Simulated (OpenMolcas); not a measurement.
# CH5FGeO (SMILES [CH3][GeH]([OH])[F]): levels of theory compared

Aim: a comparison of 6 runs (B3LYP/6-31G*, B2PLYP/cc-pVDZ, B3LYP/cc-pVDZ, M06-2X/cc-pVDZ, PBE0/cc-pVDZ, MP2/cc-pVDZ) of CH5FGeO. 

Program for the calculation: OpenMolcas 26.06.

### 1 The structure to begin with

CH5FGeO: 9 atoms, total charge 0, spin state singlet. As SMILES, `[CH3][GeH]([OH])[F]`. The shape is that of a PBE0-D4/def2-TZVP optimisation. This is one conformer, not always the lowest.

Bond lengths: C1–Ge2 1.923 Å, Ge2–O3 1.766 Å, Ge2–F4 1.745 Å, C1–H5 1.090 Å, C1–H6 1.091 Å, C1–H7 1.090 Å, Ge2–H8 1.538 Å, O3–H9 0.960 Å. Some angles: C1–Ge2–O3 107.0°, C1–Ge2–F4 108.4°, O3–Ge2–F4 106.8°, C1–Ge2–H8 118.4°, O3–Ge2–H8 111.2°, F4–Ge2–H8 104.4°, Ge2–C1–H5 108.9°, Ge2–C1–H6 110.1°, Ge2–C1–H7 110.2°, Ge2–O3–H9 113.6°.

### 2 Energy and forces at B3LYP/6-31G(d) (spherical functions) (run 1)

File calc.inp:

```
* CH5FGeO Kohn-Sham DFT
&GATEWAY
BASLIB=$CurrDir
COORD
9
bohr
C     -1.26422678     1.84607345    -1.10397800
Ge     0.16686282    -1.21641671     0.22960172
O      2.39995218    -0.32257625     2.54262650
F      1.84134914    -2.71856000    -2.18036600
H      0.26248296     3.07061598    -1.74724077
H     -2.33929197     2.82230597     0.35848105
H     -2.50785554     1.41975124    -2.69002514
H     -1.63555796    -3.25996654     1.24117212
H      3.24371489    -1.72853249     3.31741421
BASIS=6-31Gs
GROUP=NoSym
&SEWARD
GRIDINPUT
Grid=UltraFine
End of Grid
&SCF
KSDFT=B3LYP
THRESHOLDS=1e-10 1e-07 1e-07 1e-05
PRORBITALS=1 1
&ALASKA
```

The basis set 6-31G* is read from a file made from the Basis Set Exchange's data (not shown).

Run with:

```
$ export MOLCAS_MEM=1860
$ pymolcas calc.inp > calc.log
```

What it wrote:

```text
--- Start Module: gateway ---
[...]
--- Stop Module: gateway /rc=_RC_ALL_IS_WELL_ ---
[...]
      Basis functions           84
[...]
--- Start Module: scf ---
[...]
       Convergence after  14 Iterations
[...]
::    Total KS-DFT energy                           -2292.9955652641
[...]
      Total spin, S                                     0.0000000000
[...]
      Total electronic charge=   60.000000
      Total            charge=   -0.000000
[...]
      Dipole Moment (debye):
      Origin of the operator (angstrom)=    0.2837   -0.5135    0.0145
                   X= -1.5024E+00               Y=  1.4582E-01               Z=  9.4942E-01           Total=  1.7832E+00
      Quadrupole Moment (debye*angstrom):
[...]
 *              Molecular gradients               *
 **************************************************
  Irreducible representation: a
 ------------------------------------------------------------------------------------------
                              X                       Y                       Z
 ------------------------------------------------------------------------------------------
  C1                2.19354505660529E-03   -3.81680911786475E-03    1.03370041051853E-03
  GE2               2.72406055124819E-03    3.45430545398440E-03    2.66643399315569E-03
  O3               -2.87743932394235E-03   -1.20340781376811E-02   -4.28436514174280E-03
  F4               -3.19323606509059E-03    3.33911703985734E-03    5.10610725904570E-03
  H5               -1.39517617360729E-03   -1.21283797501714E-03    5.54791346580874E-04
  H6                1.06799656347611E-03   -1.02343871604393E-03   -1.40724155885907E-03
  H7                1.27063182697151E-03    3.18788682757302E-04    1.57261912771389E-03
  H8                3.65540780136442E-03    2.99761544453769E-03   -1.96966544803168E-03
[...]
```

It took 47 s on 1 thread of Intel Xeon Platinum 8259CL at 2.50GHz (Skylake/Cascade Lake), shared host; peak memory 0.46 GiB.

### 3 A single-point energy at B2PLYP/cc-pVDZ (run 2)

File calc.inp:

```
&GATEWAY
 BASLIB
 $CurrDir
 COORD
 9
 angstrom
 C       -0.669000       0.976900      -0.584200
 Ge       0.088300      -0.643700       0.121500
 O        1.270000      -0.170700       1.345500
 F        0.974400      -1.438600      -1.153800
 H        0.138900       1.624900      -0.924600
 H       -1.237900       1.493500       0.189700
 H       -1.327100       0.751300      -1.423500
 H       -0.865500      -1.725100       0.656800
 H        1.716500      -0.914700       1.755500
 BASIS
 cc-pVDZ
 GROUP
 NoSym

&SEWARD
 GRIDINPUT
 Grid=UltraFine
 End of Grid

&SCF
 KSDFT
 B2PLYP_SCF
 THRESHOLDS
 1e-10 1e-07 1e-07 1e-05
 PRORBITALS
 1 1

&MBPT2
 FROZEN
 12
```

The basis set cc-pVDZ is read from a file made from the Basis Set Exchange's data (not shown).

Run with:

```
$ export MOLCAS_MEM=1860
$ pymolcas calc.inp > calc.log
```

What it wrote:

```text
--- Start Module: gateway ---
[...]
--- Stop Module: gateway /rc=_RC_ALL_IS_WELL_ ---
[...]
      Basis functions           94
[...]
--- Start Module: scf ---
[...]
       Convergence after  13 Iterations
[...]
::    Total KS-DFT energy                           -2292.4172338168
[...]
      Total spin, S                                     0.0000000000
[...]
      Total electronic charge=   60.000000
      Total            charge=   -0.000000
[...]
      Dipole Moment (debye):
      Origin of the operator (angstrom)=    0.2837   -0.5135    0.0145
                   X= -1.6382E+00               Y=  2.6589E-01               Z=  1.0858E+00           Total=  1.9832E+00
      Quadrupole Moment (debye*angstrom):
[...]
--- Stop Module: scf /rc=_RC_ALL_IS_WELL_ ---
[...]
--- Start Module: mbpt2 ---
[...]
 ###    WARNING: MP2 implementation intended for RHF references only         ###
 ###############################################################################
MBPT2 WARNING: Reference function according to RunFile:KS-DFT
I'll assume you know what you're doing and continue
WARNING!
Default frozen orbitals as non valence orbitals is overwritten by user input.
Default values:  17
[...]
       Reference weight ( Cref**2 )         =        0.78081
::    Total MBPT2 energy                            -2293.1949680346
[...]
      Total MBPT2 calculations                           0.53      0.61
--- Stop Module: mbpt2 /rc=_RC_ALL_IS_WELL_ ---
[...]
```

It took 41 s on 1 thread of Intel Xeon Platinum 8259CL at 2.50GHz (Skylake/Cascade Lake), shared host; peak memory 0.52 GiB.

Runs 3 to 5 aren't shown in full; the table further down has their settings and results.

### 4 The energy at MP2/cc-pVDZ (run 6)

File calc.input:

```
&GATEWAY
BasLib = $CurrDir
Coord
9
angstrom
C       -0.669000       0.976900      -0.584200
Ge       0.088300      -0.643700       0.121500
O        1.270000      -0.170700       1.345500
F        0.974400      -1.438600      -1.153800
H        0.138900       1.624900      -0.924600
H       -1.237900       1.493500       0.189700
H       -1.327100       0.751300      -1.423500
H       -0.865500      -1.725100       0.656800
H        1.716500      -0.914700       1.755500
Basis = cc-pVDZ
Group = NoSym
&SEWARD
&SCF
Thresholds = 1e-10 1e-07 1e-07 1e-05
PrOrbitals = 1 2
&MBPT2
Frozen = 12
```

The basis set cc-pVDZ is read from a file made from the Basis Set Exchange's data (not shown).

Run with:

```
$ export MOLCAS_MEM=1860
$ pymolcas calc.input > calc.log
```

What it wrote:

```text
--- Start Module: gateway ---
[...]
--- Stop Module: gateway /rc=_RC_ALL_IS_WELL_ ---
[...]
      Basis functions           94
[...]
--- Start Module: scf ---
[...]
       Convergence after  13 Iterations
[...]
::    Total SCF energy                              -2290.4944795084
[...]
      Total spin, S                                     0.0000000000
[...]
      Total electronic charge=   60.000000
      Total            charge=   -0.000000
[...]
      Dipole Moment (debye):
      Origin of the operator (angstrom)=    0.2837   -0.5135    0.0145
                   X= -1.8146E+00               Y=  2.2063E-01               Z=  1.1569E+00           Total=  2.1633E+00
      Quadrupole Moment (debye*angstrom):
[...]
--- Stop Module: scf /rc=_RC_ALL_IS_WELL_ ---
[...]
--- Start Module: mbpt2 ---
[...]
WARNING!
Default frozen orbitals as non valence orbitals is overwritten by user input.
Default values:  17
[...]
       Reference weight ( Cref**2 )         =        0.84639
::    Total MBPT2 energy                            -2291.1335561325
[...]
      Total MBPT2 calculations                           0.51      0.59
--- Stop Module: mbpt2 /rc=_RC_ALL_IS_WELL_ ---
[...]
```

Wall time 12 s (1 thread of Intel Xeon Platinum 8259CL at 2.50GHz (Skylake/Cascade Lake), shared host); peak memory 0.52 GiB.

### 5 Overview of the runs

```csv
run,level,task,frozen core orbitals,energy (Eh),dipole moment (D) of the reference,HOMO energy (eV),LUMO energy (eV),wall time
1,B3LYP/6-31G* (spherical functions),gradient,–,-2292.995565,1.78,-8.34,0.76,47 s
2,B2PLYP/cc-pVDZ,energy,12,-2292.627222,1.98,-10.14,2.36,41 s
3,B3LYP/cc-pVDZ,gradient,–,-2293.267853,1.81,-8.37,0.80,62 s
4,M06-2X/cc-pVDZ,gradient,–,-2293.153110,1.89,-10.16,2.05,74 s
5,PBE0/cc-pVDZ,gradient,–,-2292.736977,1.85,-8.68,1.16,60 s
6,MP2/cc-pVDZ,energy,12,-2291.133556,2.16,-12.40,4.57,12 s
```

### 6 Outcome

```
                                           quantity           value
                                run 6: total energy  -2291.13356 Eh
          run 6: dipole moment (mean-field density)          2.16 D
         run 6: HOMO energy (Hartree–Fock orbitals)       -12.40 eV
         run 6: LUMO energy (Hartree–Fock orbitals)         4.57 eV
       run 6: HOMO–LUMO gap (Hartree–Fock orbitals)        16.97 eV
run 6: correlation energy (12 core orbitals frozen)      -639.1 mEh
```

What this shows: Over runs 1, 2, 3, 4, 5 the dipole moment (its size) runs from 1.78 D (B3LYP/6-31G*) to 1.98 D (B2PLYP/cc-pVDZ). The two ends differ in method and basis. A double hybrid's value is that of its SCF part. Over runs 1, 2, 3, 4, 5 the HOMO–LUMO gap runs from 9.10 eV (B3LYP/6-31G*) to 12.50 eV (B2PLYP/cc-pVDZ). For B2PLYP the log adds the whole second-order term; the table takes 0.27 of it, as the functional is defined. Totals of different functionals can't be ranked against each other. All runs together took 4.9 min, the longest 74 s.
